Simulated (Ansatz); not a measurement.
# MnSi: the cost of one run

Computed with Ansatz 0.2.0 (DFT PBE, scalar-relativistic, plane waves, PAW).

The COD entry's cell or inner coordinates are ideal or old and differ from later refinements, so a difference from it is no clean test against experiment.

### Step 1. Starting point

It takes space group P2_13 (No. 198, cubic). Conventional cell: a = 4.548 Å, b = 4.548 Å, c = 4.548 Å, α = 90.00°, β = 90.00°, γ = 90.00°. Mn (site symmetry 3) has 7 Si at 2.30 to 2.53 Å as nearest neighbours. Si (site symmetry 3) has 7 Mn at 2.30 to 2.53 Å as nearest neighbours.

Coordinates:

```
Mn Si
1.0
     4.54800    0.00000    0.00000
     0.00000    4.54800    0.00000
     0.00000    0.00000    4.54800
Mn Si
4 4
Direct
  0.13800 0.13800 0.13800
  0.36200 0.86200 0.63800
  0.63800 0.36200 0.86200
  0.86200 0.63800 0.36200
  0.84600 0.84600 0.84600
  0.65400 0.15400 0.34600
  0.34600 0.65400 0.15400
  0.15400 0.34600 0.65400
```

The moments start at Mn 3.50 μB.

### Step 2. First run, at the start cell

input.yaml

```yaml
crystal:
  lattice:
    - [4.548, 0.0, 0.0]
    - [0.0, 4.548, 0.0]
    - [0.0, 0.0, 4.548]
  atoms:
    - { symbol: Mn, position: [0.138, 0.138, 0.138], spin: 3.5 }
    - { symbol: Mn, position: [0.362, 0.862, 0.638], spin: 3.5 }
    - { symbol: Mn, position: [0.638, 0.362, 0.862], spin: 3.5 }
    - { symbol: Mn, position: [0.862, 0.638, 0.362], spin: 3.5 }
    - { symbol: Si, position: [0.846, 0.846, 0.846] }
    - { symbol: Si, position: [0.654, 0.154, 0.346] }
    - { symbol: Si, position: [0.346, 0.654, 0.154] }
    - { symbol: Si, position: [0.154, 0.346, 0.654] }
basis:
  ecutwfc: 420
  ecutrho_ratio: 4
kpoints:
  mp_grid: { grid: [4, 4, 4] }
hamiltonian:
  xc: pbe
scf:
  occupations: { method: gaussian, width: 0.05 }
output:
  forces: true
  stress: true
  eigenvalues: true
  populations: true
magnetization:
  spin_polarized: true
relax:
  f_tol: 0.03
  max_steps: 60
  cell: { stress_tol: 0.3 }
```

Run with:

```sh
$ ansatz run input.yaml --threads 2 --pin off --max-ram 5120MiB --backend cpu --events-out ev --progress --plain --runs-dir out
```

**Question.** How long does this run take on 2 threads of Arm Neoverse V1, shared host, and how much memory does it need?

About 30 s, with a peak of 0.41 GiB.
